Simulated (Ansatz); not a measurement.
C2H5BFN, SMILES BC=C(N)F, harmonic frequencies at the relaxed geometry

With the Ansatz DFT code, driven from Python.

Input file `c2h5bfn.xyz`:
```text
10

B    -1.64810    0.23280    0.92800
C    -0.51530   -0.38150    0.12910
C     0.55710    0.30150   -0.21730
N     1.71850   -0.33170   -0.92460
F     0.72920    1.60210    0.11490
H    -1.65480    1.42800    1.24390
H    -2.62160   -0.36530    1.19010
H    -0.56950   -1.40460   -0.15070
H     1.58440   -1.33040   -1.15720
H     2.50310    0.19800   -1.15320
```

At the Python prompt:
```pycon
>>> import ansatz as az
>>> import numpy as np
>>> system = az.Crystal.molecule_from_extxyz("c2h5bfn.xyz")
>>> calculation = (
...     system.calculation()
...     .basis(gaussian="6-31G*")
...     .functional("B3LYP")
... )
>>> symbols = [site.symbol for site in system.cartesian_sites]
>>> start = np.array([site.position_ang for site in system.cartesian_sites], dtype=float)
>>> r = calculation.relax(force_tolerance=0.003).run().report

>>> end = np.array(r["positions_ang"])
>>> print("bond        before    after (A)")
bond        before    after (A)
>>> for i, j in [(0, 1), (0, 5), (0, 6), (1, 2), (1, 7), (2, 3), (2, 4), (3, 8), (3, 9)]:
...     d0, d1 = (np.linalg.norm(xyz[i] - xyz[j]) for xyz in (start, end))
...     print(f"{symbols[i]}{i}-{symbols[j]}{j}".ljust(10), f"{d0:8.4f} {d1:8.4f}")
...
B0-C1        1.5162   1.5076
B0-H5        1.2363   1.1971
B0-H6        1.1722   1.1985
C1-C2        1.3178   1.3621
C1-H7        1.0621   1.0902
C2-N3        1.5000   1.3593
C2-F4        1.3533   1.3388
N3-H8        1.0342   1.0092
N3-H9        0.9739   1.0101
>>> minimum = az.Crystal.molecule()
>>> for symbol, xyz in zip(symbols, end):
...     minimum = minimum.atom(symbol, xyz.tolist())
...
>>> vibrating = (
...     minimum.calculation()
...     .basis(gaussian="6-31G*")
...     .functional("B3LYP")
...     .phonons(temperatures=(100, 500, 100))
... )
>>> vib = vibrating.run().report["vibrations"]
>>> sums = vib["harmonic_sums"]
>>> modes = [m["omega_inv_cm"] for m in sums["modes_at_gamma"] if m["rigid_motion"] == "no"]
>>> print("frequencies (1/cm):", " ".join(f"{w:.0f}" for w in modes))
frequencies (1/cm): 170 248 324 361 448 475 562 708 813 859 964 1007 1065 1128 1252 1343 1445 1635 1692 2607 2676 3146 3599 3715
>>> print("imaginary modes:", sum(w < 0 for w in modes), " zero-point energy:", round(sums["zero_point_energy_ev"], 4), "eV")
imaginary modes: 0  zero-point energy: 1.9988 eV
>>> print("T (K)   F_vib (eV)   S_vib (meV/K)   C_vib (meV/K)")
T (K)   F_vib (eV)   S_vib (meV/K)   C_vib (meV/K)
>>> for row in zip(sums["temperatures_k"], sums["vibrational_free_energy_ev"], vib["entropy_ev_per_k"], vib["heat_capacity_ev_per_k"]):
...     print(f"{row[0]:6.1f} {row[1]:11.4f} {1000 * row[2]:13.4f} {1000 * row[3]:15.4f}")
...
 100.0      1.9976        0.0490          0.1299
 200.0      1.9847        0.2201          0.3913
 300.0      1.9526        0.4248          0.6307
 400.0      1.8995        0.6357          0.8393
 500.0      1.8256        0.8421          1.0111
>>> heavier = vibrating.phonons(masses={"H": 2.014102}).run().report["vibrations"]["harmonic_sums"]
>>> print("deuterated (1/cm):", " ".join(f"{m['omega_inv_cm']:.0f}" for m in heavier["modes_at_gamma"] if m["rigid_motion"] == "no"))
deuterated (1/cm): 149 220 236 277 335 410 504 634 678 708 822 835 858 889 990 1165 1300 1422 1654 1902 2005 2321 2601 2751
>>> print("zero-point energy falls by", round(sums["zero_point_energy_ev"] - heavier["zero_point_energy_ev"], 4), "eV")
zero-point energy falls by 0.4078 eV
```

Reading the output:
- The frequencies are harmonic and unscaled, in a modest basis. The result belongs to the one conformer reached from this start, and soft torsions count as harmonic oscillators.
- b3lyp holds the VWN-RPA fit, as in Gaussian; the form of ORCA and Turbomole is b3lyp5.
- Wall time of the script: 5.9 min on 1 thread of Arm Neoverse V1, with other jobs on the host, peak memory 0.25 GiB.

(Lines on the test bed's own set-up are left out of the output.)
